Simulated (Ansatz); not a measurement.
# CHFGa (quartet): wave-function methods side by side at a displaced geometry (v2), cc-pVDZ

Aim: climb from Hartree-Fock through coupled cluster for CHFGa (quartet) at one geometry and basis, and see what each rung misses.

Program: Ansatz 0.2.0, Gaussian basis. Level of theory: cc-pVDZ, core rule «outside noble gas», up to 16 orbitals frozen. These are calculated values, not measurements.

Plan: UHF; CCSD(T) on ROHF; CCSD(T) on UHF; BCCD(T) on ROHF; CISD as a restricted active space (open shells left free, so some higher excitations enter); CCSDT(Q) on ROHF; CCSDT(Q) on UHF.

33 further runs of the same task are left out: 15 that didn't finish, 18 set aside as unsound or not needed. Runs told in other sessions of the task aren't counted.

## 1. The geometry

The geometry is a PBE0/def2-TZVP stationary point (not a proven minimum) with its atoms shifted at random (size 0.100 Å). No spin-orbit coupling is included. The filled d shell of Ga may be among the frozen orbitals whatever the setting's name suggests.

4 atoms, charge 0, spin multiplicity 4.

Atoms are counted from 1 here; the program's logs count them from 0.

Bond lengths: C1–Ga2 1.935 Å, Ga2–F3 1.775 Å, Ga2–H4 1.469 Å. Angles: C1–Ga2–F3 112.8°, C1–Ga2–H4 125.5°, F3–Ga2–H4 119.7°.

## 2. UHF

File in.yaml:

```yaml
crystal:
  periodic: [false, false, false]
  atoms:
    - {symbol: C, position_ang: [0.129520, -0.853777, 1.655333]}
    - {symbol: Ga, position_ang: [-0.035354, 0.288482, 0.101989]}
    - {symbol: F, position_ang: [0.041266, -0.611729, -1.425856]}
    - {symbol: H, position_ang: [0.124375, 1.748597, 0.095537]}
basis:
  gaussian: {orbitals: cc-pVDZ}
magnetization: {spin_polarized: true, initial_magnetization: 3}
hamiltonian: {xc: hf}
output: {orbitals: {seedname: orbitals}}
```

Command:

```console
$ ansatz run in.yaml --threads 1 --pin off --events-out ev --progress --plain --max-ram 2393MiB
```

The runs that follow: CCSD(T) on ROHF; CCSD(T) on UHF; BCCD(T) on ROHF; CISD as a restricted active space (open shells left free, so some higher excitations enter); CCSDT(Q) on ROHF; CCSDT(Q) on UHF.

Before running them: what should the planned runs give, taken together? Wanted: UCCSDT(Q) from the RHF energy; RMP2 from UCCSDT(Q); UMP2 from UCCSDT(Q); RCCSD from UCCSDT(Q); RCCSD(T) from UCCSDT(Q); UCCSD(T) from UCCSDT(Q); RCCSDT(Q) from UCCSDT(Q); T1 diagnostic.

The runs gave:

| quantity | value |
| --- | --- |
| UCCSDT(Q) from the ROHF energy | -9.2712 eV |
| RMP2 from UCCSDT(Q) | +21.09 kcal/mol |
| UMP2 from UCCSDT(Q) | +20.94 kcal/mol |
| RCCSD from UCCSDT(Q) | +5.09 kcal/mol |
| RCCSD(T) from UCCSDT(Q) | +1.13 kcal/mol |
| UCCSD(T) from UCCSDT(Q) | +1.07 kcal/mol |
| RCCSDT(Q) from UCCSDT(Q) | +0.12 kcal/mol |
| levels within 1 kcal/mol (43 meV) | BCCD(T), RCCSDT, UCCSDT, RCCSDT(Q) |
| T1 diagnostic | 0.023 |

RCCSD(T) misses by +1.13 kcal/mol, 0.5 % of the correlation energy. These misses are within one basis, not against nature; the frozen cores of restricted and unrestricted runs differ, which can shift their rows.
